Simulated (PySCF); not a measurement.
**A gas-phase reaction: H4SSi + BCl3 → BCl2H3SSi + ClH**

Aim: the reaction energy of `[SiH3]S` + `ClB(Cl)Cl` → `[SiH3]SB(Cl)Cl` + `Cl`.

Programs: PySCF 2.14.0. All values are calculated, for the isolated system unless a continuum is named. Atoms count from 0, parts from 1.

## 1. The system as given

Each species was relaxed by itself at PBE0-D3(BJ)/def2-SVPD.

## 2. Energies of the species: wB97M-D3(BJ)/def2-TZVPD

What the job is given:

```
{"job": {"kind": "react", "xc": "wB97M-D3(BJ)", "basis": "def2-TZVPD"}, "charge": 0, "multiplicity": 1}
-1 H4SSi charge 0 multiplicity 1
Si    -0.520290    -0.050220     0.039630
S      1.500840    -0.610350    -0.464650
H     -0.869180     1.282200    -0.531820
H     -1.369620    -1.109330    -0.571690
H     -0.719360    -0.020630     1.517170
H      2.079100     0.439510     0.161100

-1 BCl3 charge 0 multiplicity 1
Cl    -0.162980    -1.147430    -1.325140
B      0.016490    -0.004170    -0.020590
Cl    -1.354930     0.403710     0.976320
Cl     1.567050     0.732760     0.285620

+1 BCl2H3SSi charge 0 multiplicity 1
Si     1.221580     0.320260     0.500830
S     -0.459860    -1.025600     0.838360
B     -1.573000    -0.577330    -0.491380
Cl    -3.101890    -1.429560    -0.617880
Cl    -1.213180     0.673430    -1.678040
H      2.165220    -0.031490     1.597500
H      1.834440     0.051540    -0.826870
H      0.778980     1.734530     0.621180

+1 ClH charge 0 multiplicity 1
Cl     0.644610     0.001260     0.013490
H     -0.643400     0.000680    -0.009980
```

Method: wB97M-D3(BJ)/def2-TZVPD reaction energy of separated species, gas phase.

On the command line:

```
> OMP_NUM_THREADS=1 python cluster_run.py task.json out
```

This one command runs all jobs of the session in turn.

Log:

```text
species 1 (H4SSi)
coarse grid: 22616 points
cycle   1  E = -690.1873942315  dE = -1.715e-01  |g| = 2.535e-01  |ddm| = 1.718e+00
cycle   2  E = -690.2033525106  dE = -1.596e-02  |g| = 1.667e-01  |ddm| = 3.841e-01
cycle   3  E = -690.2103097350  dE = -6.957e-03  |g| = 2.003e-02  |ddm| = 1.601e-01
cycle   4  E = -690.2104411632  dE = -1.314e-04  |g| = 5.829e-03  |ddm| = 2.789e-02
cycle   5  E = -690.2104591866  dE = -1.802e-05  |g| = 1.303e-03  |ddm| = 1.053e-02
cycle   6  E = -690.2104602922  dE = -1.106e-06  |g| = 3.509e-04  |ddm| = 2.827e-03
final grid: 45160 points
cycle   7  E = -690.2104194365  dE = -8.996e-08  |g| = 2.246e-04  |ddm| = 1.310e-03
cycle   8  E = -690.2104194506  dE = -1.417e-08  |g| = 1.486e-04  |ddm| = 4.091e-04
cycle   9  E = -690.2104194552  dE = -4.577e-09  |g| = 2.171e-05  |ddm| = 1.431e-04
cycle  10  E = -690.2104194558  dE = -5.657e-10  |g| = 6.475e-06  |ddm| = 6.105e-05
converged SCF energy = -690.2104194558

species 2 (BCl3)
coarse grid: 24128 points
cycle   1  E = -1405.7116418782  dE =  5.923e-01  |g| = 4.661e-01  |ddm| = 1.597e+00
cycle   2  E = -1405.7192741958  dE = -7.632e-03  |g| = 5.107e-01  |ddm| = 7.103e-01
cycle   3  E = -1405.7819345767  dE = -6.266e-02  |g| = 2.519e-02  |ddm| = 3.202e-01
cycle   4  E = -1405.7822366887  dE = -3.021e-04  |g| = 6.439e-03  |ddm| = 4.100e-02
cycle   5  E = -1405.7822670763  dE = -3.039e-05  |g| = 1.665e-03  |ddm| = 1.305e-02
cycle   6  E = -1405.7822679845  dE = -9.082e-07  |g| = 4.515e-04  |ddm| = 2.183e-03
final grid: 46448 points
cycle   7  E = -1405.7821419118  dE = -1.283e-07  |g| = 2.010e-04  |ddm| = 1.698e-03
cycle   8  E = -1405.7821419253  dE = -1.347e-08  |g| = 1.485e-04  |ddm| = 3.337e-04
cycle   9  E = -1405.7821419311  dE = -5.821e-09  |g| = 3.580e-05  |ddm| = 1.066e-04
cycle  10  E = -1405.7821419320  dE = -8.595e-10  |g| = 1.561e-05  |ddm| = 5.446e-05
converged SCF energy = -1405.7821419320

species 3 (BCl2H3SSi)
coarse grid: 37960 points
cycle   1  E = -1635.0515642299  dE =  5.103e-01  |g| = 4.532e-01  |ddm| = 2.232e+00
cycle   2  E = -1635.0715624975  dE = -2.000e-02  |g| = 4.487e-01  |ddm| = 7.356e-01
cycle   3  E = -1635.1204001403  dE = -4.884e-02  |g| = 4.032e-02  |ddm| = 3.313e-01
cycle   4  E = -1635.1209749531  dE = -5.748e-04  |g| = 1.948e-02  |ddm| = 6.769e-02
cycle   5  E = -1635.1211015528  dE = -1.266e-04  |g| = 4.728e-03  |ddm| = 2.392e-02
cycle   6  E = -1635.1211114121  dE = -9.859e-06  |g| = 9.991e-04  |ddm| = 7.170e-03
final grid: 74488 points
cycle   7  E = -1635.1210237946  dE = -5.826e-07  |g| = 6.439e-04  |ddm| = 4.727e-03
cycle   8  E = -1635.1210238980  dE = -1.034e-07  |g| = 4.348e-04  |ddm| = 1.067e-03
cycle   9  E = -1635.1210239437  dE = -4.574e-08  |g| = 7.707e-05  |ddm| = 4.175e-04
cycle  10  E = -1635.1210239506  dE = -6.873e-09  |g| = 3.111e-05  |ddm| = 2.331e-04
cycle  11  E = -1635.1210239512  dE = -5.884e-10  |g| = 8.022e-06  |ddm| = 6.049e-05
converged SCF energy = -1635.1210239512

species 4 (ClH)
coarse grid: 8792 points
cycle   1  E = -460.8503329826  dE = -8.165e-02  |g| = 2.169e-01  |ddm| = 7.239e-01
cycle   2  E = -460.8625126309  dE = -1.218e-02  |g| = 1.397e-01  |ddm| = 2.651e-01
cycle   3  E = -460.8670521308  dE = -4.539e-03  |g| = 1.358e-02  |ddm| = 9.818e-02
cycle   4  E = -460.8670932144  dE = -4.108e-05  |g| = 3.364e-03  |ddm| = 9.545e-03
cycle   5  E = -460.8670994630  dE = -6.249e-06  |g| = 8.516e-04  |ddm| = 3.915e-03
final grid: 17120 points
cycle   6  E = -460.8670681352  dE = -3.715e-07  |g| = 3.675e-04  |ddm| = 8.887e-04
cycle   7  E = -460.8670681814  dE = -4.626e-08  |g| = 1.618e-04  |ddm| = 3.980e-04
cycle   8  E = -460.8670681880  dE = -6.572e-09  |g| = 4.220e-05  |ddm| = 1.295e-04
cycle   9  E = -460.8670681893  dE = -1.311e-09  |g| = 3.968e-06  |ddm| = 6.531e-05
cycle  10  E = -460.8670681893  dE = -4.320e-12  |g| = 8.163e-07  |ddm| = 3.310e-06
converged SCF energy = -460.8670681893

Reaction energy = 1.650 kcal/mol
```

Run time: 56 s. Hardware: 1 thread of Arm Neoverse N1, shared host; peak memory 0.8 GiB.

Species by species (with the dispersion term, which the log's SCF energies lack):

```
 ν         species  energy (Eh)  HOMO (eV)
-1         [SiH3]S   -690.21548      -9.79
-1       ClB(Cl)Cl  -1405.78726     -11.46
+1  [SiH3]SB(Cl)Cl  -1635.13250     -10.39
+1              Cl   -460.86761     -11.93
```

## 3. Reaction energy: PBE0-D3(BJ)/def2-TZVPD

Settings changed since step 2:

```diff
@@ -1,2 +1,2 @@
-{"job": {"kind": "react", "xc": "wB97M-D3(BJ)", "basis": "def2-TZVPD"}, "charge": 0, "multiplicity": 1}
+{"job": {"kind": "react", "xc": "PBE0", "basis": "def2-TZVPD", "disp": "d3bj"}, "charge": 0, "multiplicity": 1}
 -1 H4SSi charge 0 multiplicity 1
```

Level: PBE0-D3(BJ)/def2-TZVPD reaction energy of separated species, gas phase.

Log:

```text
species 1 (H4SSi)
coarse grid: 5728 points
cycle   1  E = -689.8493853115  dE = -1.327e-01  |g| = 2.060e-01  |ddm| = 1.655e+00
cycle   2  E = -689.8492633018  dE =  1.220e-04  |g| = 2.072e-01  |ddm| = 3.944e-01
cycle   3  E = -689.8614448269  dE = -1.218e-02  |g| = 2.623e-02  |ddm| = 2.080e-01
cycle   4  E = -689.8615704057  dE = -1.256e-04  |g| = 3.955e-03  |ddm| = 1.923e-02
cycle   5  E = -689.8615736664  dE = -3.261e-06  |g| = 2.286e-03  |ddm| = 5.635e-03
final grid: 45160 points
cycle   6  E = -689.8622848663  dE = -8.720e-06  |g| = 5.233e-03  |ddm| = 2.162e-02
cycle   7  E = -689.8622848883  dE = -2.198e-08  |g| = 4.621e-03  |ddm| = 8.083e-03
cycle   8  E = -689.8622897530  dE = -4.865e-06  |g| = 3.810e-04  |ddm| = 4.318e-03
cycle   9  E = -689.8622898011  dE = -4.807e-08  |g| = 6.956e-05  |ddm| = 3.316e-04
cycle  10  E = -689.8622898025  dE = -1.423e-09  |g| = 1.416e-05  |ddm| = 6.282e-05
cycle  11  E = -689.8622898026  dE = -5.548e-11  |g| = 5.074e-06  |ddm| = 1.502e-05
converged SCF energy = -689.8622898026

species 2 (BCl3)
coarse grid: 5960 points
cycle   1  E = -1405.1129022239  dE =  4.725e-01  |g| = 2.896e-01  |ddm| = 1.689e+00
cycle   2  E = -1405.0930567629  dE =  1.985e-02  |g| = 4.160e-01  |ddm| = 5.282e-01
cycle   3  E = -1405.1359219845  dE = -4.287e-02  |g| = 4.629e-02  |ddm| = 2.893e-01
cycle   4  E = -1405.1363904638  dE = -4.685e-04  |g| = 1.612e-02  |ddm| = 4.374e-02
cycle   5  E = -1405.1364450681  dE = -5.460e-05  |g| = 1.006e-03  |ddm| = 1.211e-02
cycle   6  E = -1405.1364453006  dE = -2.325e-07  |g| = 1.028e-04  |ddm| = 1.375e-03
final grid: 46448 points
cycle   7  E = -1405.1370099772  dE = -2.048e-05  |g| = 3.697e-03  |ddm| = 2.713e-02
cycle   8  E = -1405.1370099790  dE = -1.706e-09  |g| = 2.928e-03  |ddm| = 4.759e-03
cycle   9  E = -1405.1370116446  dE = -1.666e-06  |g| = 1.148e-03  |ddm| = 2.455e-03
cycle  10  E = -1405.1370119644  dE = -3.198e-07  |g| = 1.084e-04  |ddm| = 7.703e-04
cycle  11  E = -1405.1370119671  dE = -2.631e-09  |g| = 1.585e-05  |ddm| = 9.848e-05
cycle  12  E = -1405.1370119671  dE = -5.275e-11  |g| = 4.716e-06  |ddm| = 1.650e-05
converged SCF energy = -1405.1370119671

species 3 (BCl2H3SSi)
coarse grid: 9448 points
cycle   1  E = -1634.3078464177  dE =  3.885e-01  |g| = 2.866e-01  |ddm| = 2.254e+00
cycle   2  E = -1634.3006843005  dE =  7.162e-03  |g| = 3.398e-01  |ddm| = 5.464e-01
cycle   3  E = -1634.3288889034  dE = -2.820e-02  |g| = 6.499e-02  |ddm| = 2.898e-01
cycle   4  E = -1634.3298143642  dE = -9.255e-04  |g| = 2.723e-02  |ddm| = 6.268e-02
cycle   5  E = -1634.3300144927  dE = -2.001e-04  |g| = 4.166e-03  |ddm| = 2.298e-02
cycle   6  E = -1634.3300186429  dE = -4.150e-06  |g| = 2.104e-03  |ddm| = 5.261e-03
final grid: 74488 points
cycle   7  E = -1634.3302821472  dE = -2.296e-05  |g| = 6.613e-03  |ddm| = 4.719e-02
cycle   8  E = -1634.3302747148  dE =  7.432e-06  |g| = 7.795e-03  |ddm| = 1.150e-02
cycle   9  E = -1634.3302903027  dE = -1.559e-05  |g| = 1.323e-03  |ddm| = 6.978e-03
cycle  10  E = -1634.3302907643  dE = -4.616e-07  |g| = 2.940e-04  |ddm| = 9.953e-04
cycle  11  E = -1634.3302907891  dE = -2.475e-08  |g| = 4.915e-05  |ddm| = 2.809e-04
cycle  12  E = -1634.3302907898  dE = -6.844e-10  |g| = 1.652e-05  |ddm| = 4.950e-05
converged SCF energy = -1634.3302907898

species 4 (ClH)
coarse grid: 2248 points
cycle   1  E = -460.6537832983  dE = -4.644e-02  |g| = 1.882e-01  |ddm| = 7.411e-01
cycle   2  E = -460.6558519807  dE = -2.069e-03  |g| = 1.902e-01  |ddm| = 3.151e-01
cycle   3  E = -460.6653810745  dE = -9.529e-03  |g| = 1.506e-02  |ddm| = 1.513e-01
cycle   4  E = -460.6654031318  dE = -2.206e-05  |g| = 2.693e-03  |ddm| = 7.323e-03
cycle   5  E = -460.6654046796  dE = -1.548e-06  |g| = 1.111e-03  |ddm| = 2.553e-03
final grid: 17120 points
cycle   6  E = -460.6658902545  dE = -4.429e-06  |g| = 2.164e-03  |ddm| = 7.334e-03
cycle   7  E = -460.6658902839  dE = -2.941e-08  |g| = 1.795e-03  |ddm| = 2.512e-03
cycle   8  E = -460.6658909019  dE = -6.179e-07  |g| = 1.533e-04  |ddm| = 1.363e-03
cycle   9  E = -460.6658909088  dE = -6.903e-09  |g| = 2.146e-05  |ddm| = 1.086e-04
cycle  10  E = -460.6658909089  dE = -9.987e-11  |g| = 4.934e-06  |ddm| = 1.680e-05
converged SCF energy = -460.6658909089

Reaction energy = 0.656 kcal/mol
```

It took 30 s on 1 thread of Arm Neoverse N1, shared host; peak memory 0.69 GiB.

Reaction energy at this level: 0.66 kcal/mol.

## 4. Side by side

Energies in kcal/mol, with wall time:

```
                    run  reaction  time
wB97M-D3(BJ)/def2-TZVPD      1.65  56 s
 PBE0-D3(BJ)/def2-TZVPD      0.66  30 s
```

## 5. Results

```
                                                quantity                  value
               reaction energy (wB97M-D3(BJ)/def2-TZVPD)          1.65 kcal/mol
                     ΔH, ΔG at 298 K (xTB thermal terms)    +1.6, +3.1 kcal/mol
range of the reaction energy over the runs of this table  0.66 to 1.65 kcal/mol
```

What this shows: The reaction is endothermic by 1.6 kcal/mol in the gas phase; dispersion gives -1.15, and xTB itself gave 0.50 for the electronic energy (xTB energies and thermal terms come from the earlier relaxation of each species, not shown). No barrier was sought. The reaction energy runs from 0.66 (PBE0-D3(BJ)/def2-TZVPD) to 1.65 kcal/mol (wB97M-D3(BJ)/def2-TZVPD).
